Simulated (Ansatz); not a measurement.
# KTaO3: properties at the relaxed cell

The task here is to estimate one member of a computed series from the others.

Method: DFT r2SCAN, scalar-relativistic, plane waves, PAW, in Ansatz 0.2.0.

1 further run of the same task is left out (set aside as unsound or not needed). Runs told in other sessions of the task aren't counted.

**Starting point**

Symmetry: Pm-3m, No. 221, cubic system. The conventional cell has a = 3.990 Å, b = 3.990 Å, c = 3.990 Å, α = 90.00°, β = 90.00°, γ = 90.00°. Around K (site symmetry m-3m) lie 12 O at 2.82 Å. Ta (site symmetry m-3m) is surrounded by 6 O at 2.00 Å. O (site symmetry 4/mmm) has 2 Ta at 2.00 Å and 4 K at 2.82 Å in its first shell of neighbours.

As a file:

```xyz
5
Lattice="3.9902 0.0000 0.0000 0.0000 3.9902 0.0000 0.0000 0.0000 3.9902" Properties=species:S:1:pos:R:3 pbc="T T T"
K     1.9951    1.9951    1.9951
Ta    0.0000    0.0000    0.0000
O     1.9951    0.0000    0.0000
O     0.0000    1.9951    0.0000
O     0.0000    0.0000    1.9951
```

This cell was relaxed beforehand with the same method: volume 12.71 Å³/atom, gap on the mesh 2.63 eV.

The first run:

The input, input.yaml:

```yaml
crystal:
  lattice:
    - [3.9498761234, 0.0, 0.0]
    - [0.0, 3.9498761234, 0.0]
    - [0.0, 0.0, 3.9498761234]
  atoms:
    - { symbol: K, position: [0.5, 0.5, 0.5] }
    - { symbol: Ta, position: [0.0, 0.0, 0.0] }
    - { symbol: O, position: [0.5, 0.0, 0.0] }
    - { symbol: O, position: [0.0, 0.5, 0.0] }
    - { symbol: O, position: [0.0, 0.0, 0.5] }
basis:
  ecutwfc: 500
kpoints:
  mp_grid: { grid: [6, 6, 6] }
hamiltonian:
  xc: r2scan
scf:
  occupations: { method: gaussian, width: 0.02 }
output:
  forces: true
  stress: true
  eigenvalues: true
```

On the command line:

```
$ ansatz run input.yaml --threads 1 --pin off --max-ram 2560MiB --backend cpu --events-out ev --progress --plain --runs-dir out
```

Steps of the session up to this table: Point at V/V0 = 0.97; Point at V/V0 = 1.03; Point at V/V0 = 0.94; Volume × 1.06; The cell scaled to 0.91 of its volume; The cell scaled to 1.10 of its volume; Point at V/V0 = 0.88.

One table of the session follows, with a row left open; its other results are not shown here.

It belongs to the step «Fit of the equation of state». 

```
volume (Å³/atom)  energy above the lowest point (meV/atom)  pressure (GPa)  gap on the mesh (eV)
          11.181                                     150.0           35.34                  2.94
          11.562                                      79.5           24.24                  2.86
          11.944                                         ?               ?                     ?
          12.325                                       7.9            6.81                  2.70
          12.706                                       0.0            0.00                  2.63
          13.087                                       7.1           -5.79                  2.55
          13.468                                      26.9          -10.71                  2.47
          13.977                                      69.8          -16.13                  2.37
```

Q: Estimate the row for volume (Å³/atom) = 11.944 from the others.

Worked estimate for «energy above the lowest point (meV/atom)». A straight line through the neighbours (11.562, 79.5) and (12.325, 7.9) gives 79.5 + (7.9 − 79.5) × (11.944 − 11.562) / (12.325 − 11.562) = 43.7; a parabola fitted to 4 rows on both sides gives 33.2.

**Answer.** energy above the lowest point (meV/atom): 33.4; pressure (GPa): 14.82; gap on the mesh (eV): 2.78. In «energy above the lowest point (meV/atom)» the line misses by +10.3 and the parabola by -0.2.
